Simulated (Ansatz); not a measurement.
# Alloy of InAs and AlAs (24 of 64 In sites exchanged), 128 atoms

How does this alloy cell relax, and what gap do PBEsol and HSE06 give?

Program: Ansatz 0.2.0, PAW, plane waves. These are calculated values, not measurements.

## 1. The starting cell

128 atoms (40 In, 24 Al, 64 As); a = 16.773 Å, b = 16.773 Å, c = 16.773 Å, α = 60.00°, β = 60.00°, γ = 60.00°. All atoms were shaken off their sites by about 0.02 Å along each axis; atoms next to an added one may be pushed further to make room.

Steps to follow: (2) PBEsol cell relaxation at the single k point (½, ½, ½), on 1 × NVIDIA GB300 Max-Q with 8 threads of Arm Neoverse-V2; (3) HSE06 single point at the Γ point alone, on 1 × NVIDIA GB300 Max-Q with 8 threads of Arm Neoverse-V2.

## 2. Relaxing cell and atoms with PBEsol

Input file in.yaml:

```yaml
crystal:
  lattice:
    - [0.000000, 11.860613, 11.860613]
    - [11.860613, 0.000000, 11.860613]
    - [11.860613, 11.860613, 0.000000]
  atoms:
    - { symbol: In, position: [0.000423, 0.000803, 0.998688] }
    - { symbol: In, position: [0.497639, 0.998762, 0.999982] }
    - { symbol: In, position: [0.999324, 0.502105, 0.998536] }
    - { symbol: In, position: [0.249043, 0.250309, 0.249773] }
    - { symbol: In, position: [0.498660, 0.499365, 0.002297] }
    - { symbol: In, position: [0.500434, 0.000689, 0.501233] }
    - { symbol: In, position: [0.748263, 0.251235, 0.248675] }
    - { symbol: In, position: [0.000620, 0.498582, 0.501152] }
    - { symbol: In, position: [0.250313, 0.250664, 0.749658] }
    - { symbol: In, position: [0.501278, 0.498169, 0.501735] }
    - { symbol: In, position: [0.748921, 0.251462, 0.749255] }
    - { symbol: In, position: [0.251773, 0.749611, 0.749867] }
    - { symbol: In, position: [0.998263, 0.002267, 0.251059] }
    - { symbol: In, position: [0.250111, 0.251504, 0.001853] }
    - { symbol: In, position: [0.501501, 0.996814, 0.251281] }
    - { symbol: In, position: [0.003414, 0.997862, 0.752075] }
    - { symbol: In, position: [0.251566, 0.247572, 0.501438] }
    - { symbol: In, position: [0.499179, 0.500015, 0.251115] }
    - { symbol: In, position: [0.749951, 0.748703, 0.999264] }
    - { symbol: In, position: [0.498303, 0.000686, 0.750078] }
    - { symbol: In, position: [0.001504, 0.246542, 0.002172] }
    - { symbol: In, position: [0.500332, 0.247670, 0.002721] }
    - { symbol: In, position: [0.999786, 0.751343, 0.997331] }
    - { symbol: In, position: [0.000063, 0.250291, 0.498843] }
    - { symbol: In, position: [0.499201, 0.751093, 0.998932] }
    - { symbol: In, position: [0.498346, 0.251540, 0.499942] }
    - { symbol: In, position: [0.748414, 0.000864, 0.751026] }
    - { symbol: In, position: [0.251244, 0.501169, 0.748506] }
    - { symbol: In, position: [0.497619, 0.751646, 0.499720] }
    - { symbol: In, position: [0.750117, 0.500235, 0.748796] }
    - { symbol: In, position: [0.251948, 0.999901, 0.998669] }
    - { symbol: In, position: [0.750777, 0.999764, 0.998978] }
    - { symbol: In, position: [0.998167, 0.250348, 0.251798] }
    - { symbol: In, position: [0.248378, 0.500034, 0.001155] }
    - { symbol: In, position: [0.501350, 0.250297, 0.250390] }
    - { symbol: In, position: [0.749788, 0.499677, 0.999649] }
    - { symbol: In, position: [0.750432, 0.001587, 0.497841] }
    - { symbol: In, position: [0.251055, 0.500899, 0.500597] }
    - { symbol: In, position: [0.752079, 0.497400, 0.500813] }
    - { symbol: In, position: [0.000324, 0.750792, 0.749726] }
    - { symbol: Al, position: [0.000045, 0.999907, 0.499270] }
    - { symbol: Al, position: [0.248757, 0.751716, 0.249117] }
    - { symbol: Al, position: [0.749389, 0.749796, 0.252267] }
    - { symbol: Al, position: [0.752161, 0.752296, 0.748099] }
    - { symbol: Al, position: [0.750898, 0.249222, 0.000724] }
    - { symbol: Al, position: [0.999568, 0.499174, 0.249175] }
    - { symbol: Al, position: [0.249607, 0.751178, 0.000352] }
    - { symbol: Al, position: [0.749172, 0.250237, 0.502029] }
    - { symbol: Al, position: [0.001672, 0.496158, 0.751294] }
    - { symbol: Al, position: [0.251402, 0.747844, 0.499478] }
    - { symbol: Al, position: [0.499938, 0.499716, 0.748872] }
    - { symbol: Al, position: [0.746949, 0.749916, 0.502471] }
    - { symbol: Al, position: [0.249817, 0.998497, 0.250031] }
    - { symbol: Al, position: [0.750490, 0.000450, 0.250360] }
    - { symbol: Al, position: [0.250110, 0.502432, 0.248060] }
    - { symbol: Al, position: [0.249887, 0.999368, 0.750263] }
    - { symbol: Al, position: [0.750203, 0.501458, 0.249080] }
    - { symbol: Al, position: [0.998477, 0.753143, 0.499078] }
    - { symbol: Al, position: [0.248128, 0.001344, 0.502435] }
    - { symbol: Al, position: [0.997574, 0.749654, 0.251970] }
    - { symbol: Al, position: [0.001053, 0.249994, 0.749467] }
    - { symbol: Al, position: [0.498776, 0.750695, 0.250041] }
    - { symbol: Al, position: [0.498873, 0.250336, 0.750004] }
    - { symbol: Al, position: [0.500324, 0.748839, 0.749342] }
    - { symbol: As, position: [0.058855, 0.062508, 0.064622] }
    - { symbol: As, position: [0.559773, 0.063161, 0.064112] }
    - { symbol: As, position: [0.061455, 0.561810, 0.062339] }
    - { symbol: As, position: [0.061522, 0.061347, 0.563475] }
    - { symbol: As, position: [0.312037, 0.313073, 0.312481] }
    - { symbol: As, position: [0.562635, 0.565125, 0.062681] }
    - { symbol: As, position: [0.561431, 0.065309, 0.561760] }
    - { symbol: As, position: [0.810920, 0.313456, 0.314889] }
    - { symbol: As, position: [0.061047, 0.564827, 0.563676] }
    - { symbol: As, position: [0.312244, 0.811234, 0.312775] }
    - { symbol: As, position: [0.312884, 0.315043, 0.812418] }
    - { symbol: As, position: [0.563311, 0.559917, 0.562075] }
    - { symbol: As, position: [0.812274, 0.812090, 0.311921] }
    - { symbol: As, position: [0.812011, 0.312516, 0.811933] }
    - { symbol: As, position: [0.313669, 0.812900, 0.811687] }
    - { symbol: As, position: [0.811046, 0.813032, 0.815524] }
    - { symbol: As, position: [0.061293, 0.063767, 0.312520] }
    - { symbol: As, position: [0.314254, 0.311157, 0.062346] }
    - { symbol: As, position: [0.562566, 0.063835, 0.312260] }
    - { symbol: As, position: [0.810552, 0.312615, 0.062143] }
    - { symbol: As, position: [0.061707, 0.563455, 0.312214] }
    - { symbol: As, position: [0.311709, 0.813777, 0.062084] }
    - { symbol: As, position: [0.063722, 0.059308, 0.813818] }
    - { symbol: As, position: [0.310444, 0.312332, 0.564632] }
    - { symbol: As, position: [0.562811, 0.562469, 0.314599] }
    - { symbol: As, position: [0.812170, 0.809038, 0.066202] }
    - { symbol: As, position: [0.563920, 0.063760, 0.810451] }
    - { symbol: As, position: [0.811895, 0.312439, 0.563431] }
    - { symbol: As, position: [0.063343, 0.561928, 0.811355] }
    - { symbol: As, position: [0.309724, 0.812402, 0.564483] }
    - { symbol: As, position: [0.563980, 0.563620, 0.811050] }
    - { symbol: As, position: [0.810232, 0.813818, 0.562310] }
    - { symbol: As, position: [0.061664, 0.311127, 0.063846] }
    - { symbol: As, position: [0.311841, 0.063415, 0.311181] }
    - { symbol: As, position: [0.566257, 0.312337, 0.061813] }
    - { symbol: As, position: [0.813702, 0.062399, 0.311467] }
    - { symbol: As, position: [0.063235, 0.810610, 0.060625] }
    - { symbol: As, position: [0.064439, 0.310192, 0.562665] }
    - { symbol: As, position: [0.315745, 0.562021, 0.309486] }
    - { symbol: As, position: [0.563250, 0.813103, 0.061645] }
    - { symbol: As, position: [0.314896, 0.060345, 0.813327] }
    - { symbol: As, position: [0.560865, 0.311113, 0.565295] }
    - { symbol: As, position: [0.816244, 0.560626, 0.311807] }
    - { symbol: As, position: [0.810851, 0.063502, 0.814965] }
    - { symbol: As, position: [0.063395, 0.811007, 0.563122] }
    - { symbol: As, position: [0.312939, 0.560787, 0.812152] }
    - { symbol: As, position: [0.561693, 0.813563, 0.563874] }
    - { symbol: As, position: [0.811988, 0.561497, 0.811371] }
    - { symbol: As, position: [0.313415, 0.063632, 0.060764] }
    - { symbol: As, position: [0.812830, 0.062194, 0.060685] }
    - { symbol: As, position: [0.059193, 0.313114, 0.317242] }
    - { symbol: As, position: [0.310984, 0.563837, 0.062940] }
    - { symbol: As, position: [0.313837, 0.061065, 0.563083] }
    - { symbol: As, position: [0.563993, 0.310537, 0.313083] }
    - { symbol: As, position: [0.814215, 0.563108, 0.062708] }
    - { symbol: As, position: [0.812399, 0.063115, 0.562380] }
    - { symbol: As, position: [0.062496, 0.812870, 0.312144] }
    - { symbol: As, position: [0.061170, 0.310532, 0.814911] }
    - { symbol: As, position: [0.312657, 0.560576, 0.563695] }
    - { symbol: As, position: [0.561508, 0.812991, 0.312661] }
    - { symbol: As, position: [0.560156, 0.312219, 0.813271] }
    - { symbol: As, position: [0.813179, 0.561881, 0.561792] }
    - { symbol: As, position: [0.062624, 0.810470, 0.812445] }
    - { symbol: As, position: [0.563894, 0.812866, 0.813887] }
kpoints:
  mp_grid: { grid: [1, 1, 1], shift: [0.5, 0.5, 0.5] }
hamiltonian:
  xc: pbesol
scf:
  occupations: { method: fermi_dirac, width: 0.01 }
relax:
  f_tol: 0.03
  max_steps: 80
  escape_saddle: false
  adjacent_minimum: "off"
  cell: { fix: [shape] }
output:
  forces: true
  eigenvalues: true
  populations: true
```

Launch:

```sh
> ansatz run in.yaml --threads 8 --pin off --max-ram 118750MiB --runs-dir r --events-out ev --progress --plain --backend cuda --devices 0,
```

After this run come: Single point with HSE06.

**Question.** What will these runs give? Wanted: for each run, top filled to lowest empty.

The runs gave:

| level | time | k points | top filled to lowest empty (eV) |
| --- | --- | --- | --- |
| PBEsol, relaxation | 17 s (GPU) | (½, ½, ½) | 1.36 |
| HSE06 | 4 min (GPU) | Γ | 1.26 |

```
     quantity                                                                         value
   relaxation                                              5 recorded steps, 5.28 eV gained
largest shift                                                                0.21 Å (As117)
 relaxed cell  a = 16.762 Å, b = 16.762 Å, c = 16.762 Å, α = 60.00°, β = 60.00°, γ = 60.00°
   mean bonds                                                    Al–As 2.482, As–In 2.620 Å
```

The relaxation lowers the energy by 5.28 eV; the largest shift is 0.21 Å (As117), while the volume changes by -0.2 %. Part of this undoes the random shake of the start. The mean lengths of the listed bonds run from Al–As 2.48 Å to As–In 2.62 Å. Rows on different k points differ by sampling as well as by level. Spin–orbit coupling is left out, which matters for the band edges of the heavier elements here. With one k point the spacing samples only the states that fold onto it, so it can exceed the gap over the zone.
